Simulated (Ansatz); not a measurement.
# K2MgScC6N6: the cost of one run

Method: DFT PBE, scalar-relativistic, plane waves, PAW, in Ansatz 0.2.0.

### 1 Starting point

It takes space group Fm-3m (No. 225, cubic). Conventional cell: a = 10.540 Å, b = 10.540 Å, c = 10.540 Å, α = 90.00°, β = 90.00°, γ = 90.00°. K (site symmetry -43m) has 12 N at 3.76 Å and 12 C at 3.78 Å as nearest neighbours. Around Mg (site symmetry m-3m) lie 6 C at 1.98 Å. Sc (site symmetry m-3m) is surrounded by 6 N at 2.12 Å. Around C (site symmetry 4mm) lie 1 N at 1.17 Å. N (site symmetry 4mm) is surrounded by 1 C at 1.17 Å.

Coordinates:

```cif
data_structure
_symmetry_space_group_name_H-M 'P 1'
_symmetry_Int_Tables_number 1
_cell_length_a 7.4529
_cell_length_b 7.4529
_cell_length_c 7.4529
_cell_angle_alpha 60.000
_cell_angle_beta 60.000
_cell_angle_gamma 60.000
_cell_volume 292.73
loop_
_atom_site_label
_atom_site_type_symbol
_atom_site_fract_x
_atom_site_fract_y
_atom_site_fract_z
_atom_site_occupancy
K1 K 0.25000 0.25000 0.25000 1
K2 K 0.75000 0.75000 0.75000 1
Mg1 Mg 0.00000 0.00000 0.00000 1
Sc1 Sc 0.50000 0.50000 0.50000 1
C1 C 0.81214 0.18786 0.18786 1
C2 C 0.18786 0.81214 0.18786 1
C3 C 0.18786 0.18786 0.81214 1
C4 C 0.18786 0.81214 0.81214 1
C5 C 0.81214 0.18786 0.81214 1
C6 C 0.81214 0.81214 0.18786 1
N1 N 0.70114 0.29886 0.29886 1
N2 N 0.29886 0.70114 0.29886 1
N3 N 0.29886 0.29886 0.70114 1
N4 N 0.29886 0.70114 0.70114 1
N5 N 0.70114 0.29886 0.70114 1
N6 N 0.70114 0.70114 0.29886 1
```

Recipe of the guess: cyanide-bridged rock-salt net of two metals, 2 guest cations a cell (Fm-3m, No. 225). The dimensions are guesses.

### 2 A first look at the guess

File input.yaml:

```yaml
crystal:
  lattice:
    - [0.0, 5.27, 5.27]
    - [5.27, 0.0, 5.27]
    - [5.27, 5.27, 0.0]
  atoms:
    - { symbol: K, position: [0.25, 0.25, 0.25] }
    - { symbol: K, position: [0.75, 0.75, 0.75] }
    - { symbol: Mg, position: [0.0, 0.0, 0.0] }
    - { symbol: Sc, position: [0.5, 0.5, 0.5] }
    - { symbol: C, position: [0.81214421, 0.18785579, 0.18785579] }
    - { symbol: C, position: [0.18785579, 0.81214421, 0.18785579] }
    - { symbol: C, position: [0.18785579, 0.18785579, 0.81214421] }
    - { symbol: C, position: [0.18785579, 0.81214421, 0.81214421] }
    - { symbol: C, position: [0.81214421, 0.18785579, 0.81214421] }
    - { symbol: C, position: [0.81214421, 0.81214421, 0.18785579] }
    - { symbol: "N", position: [0.70113852, 0.29886148, 0.29886148] }
    - { symbol: "N", position: [0.29886148, 0.70113852, 0.29886148] }
    - { symbol: "N", position: [0.29886148, 0.29886148, 0.70113852] }
    - { symbol: "N", position: [0.29886148, 0.70113852, 0.70113852] }
    - { symbol: "N", position: [0.70113852, 0.29886148, 0.70113852] }
    - { symbol: "N", position: [0.70113852, 0.70113852, 0.29886148] }
basis:
  ecutwfc: 420
kpoints:
  mp_grid: { grid: [4, 4, 4] }
hamiltonian:
  xc: pbe
scf:
  occupations: { method: gaussian, width: 0.1 }
  lower_state_search: "off"
output:
  forces: true
  stress: true
  eigenvalues: true
```

Run with:

```bash
> ansatz run input.yaml --threads 1 --pin off --max-ram 2560MiB --backend cpu --events-out ev --progress --plain --runs-dir out
```

Q: Estimate wall time and peak memory on 1 thread of Arm Neoverse V2, shared host.

About 9.1 s, with a peak of 0.56 GiB.
